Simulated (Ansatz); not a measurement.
# P: the cost of one run

Computed with Ansatz 0.2.0 (DFT r2SCAN, scalar-relativistic, plane waves, PAW, unless a step's input says otherwise).

## (1) The structure to begin with

The structure is hexagonal, space group P6_3/mmc (No. 194). Conventional cell: a = 3.480 Å, b = 3.480 Å, c = 11.225 Å, α = 90.00°, β = 90.00°, γ = 120.00°. P (site symmetry -3m) is surrounded by 12 P at 3.45 to 3.48 Å. P (site symmetry -6m2) is surrounded by 12 P at 3.45 to 3.48 Å.

Structure file:

```cif
data_structure
_symmetry_space_group_name_H-M 'P 1'
_symmetry_Int_Tables_number 1
_cell_length_a 3.4804
_cell_length_b 3.4804
_cell_length_c 11.2251
_cell_angle_alpha 90.000
_cell_angle_beta 90.000
_cell_angle_gamma 120.000
_cell_volume 117.76
loop_
_atom_site_label
_atom_site_type_symbol
_atom_site_fract_x
_atom_site_fract_y
_atom_site_fract_z
_atom_site_occupancy
P1 P 0.00000 0.00000 0.00000 1
P2 P 0.00000 0.00000 0.50000 1
P3 P 0.33333 0.66667 0.75000 1
P4 P 0.66667 0.33333 0.25000 1
```

This is candidate A: dhcp type (P6_3/mmc, No. 194).

(A quick probe on a coarse mesh, which set the mesh and smearing, is not shown.)

## (3) A loose first relaxation (candidate A)

The input, input.yaml:

```yaml
crystal:
  lattice:
    - [3.4804425005, 0.0, 0.0]
    - [-1.7402212502, 3.0141516218, 0.0]
    - [0.0, 0.0, 11.2251140089]
  atoms:
    - { symbol: P, position: [0.0, 0.0, 0.0] }
    - { symbol: P, position: [0.0, 0.0, 0.5] }
    - { symbol: P, position: [0.3333333333, 0.6666666667, 0.75] }
    - { symbol: P, position: [0.6666666667, 0.3333333333, 0.25] }
basis:
  ecutwfc: 500
kpoints:
  mp_grid: { grid: [6, 6, 2] }
hamiltonian:
  xc: r2scan
scf:
  occupations: { method: gaussian, width: 0.1 }
  lower_state_search: "off"
output:
  forces: true
  stress: true
  eigenvalues: true
relax:
  adjacent_minimum: "off"
  f_tol: 0.04
  max_steps: 70
  cell: { stress_tol: 0.4 }
```

**Question.** How long does this run take on 1 thread of an x86-64 CPU, shared host, and how much memory does it need?

About 28 s, with a peak of 0.68 GiB.
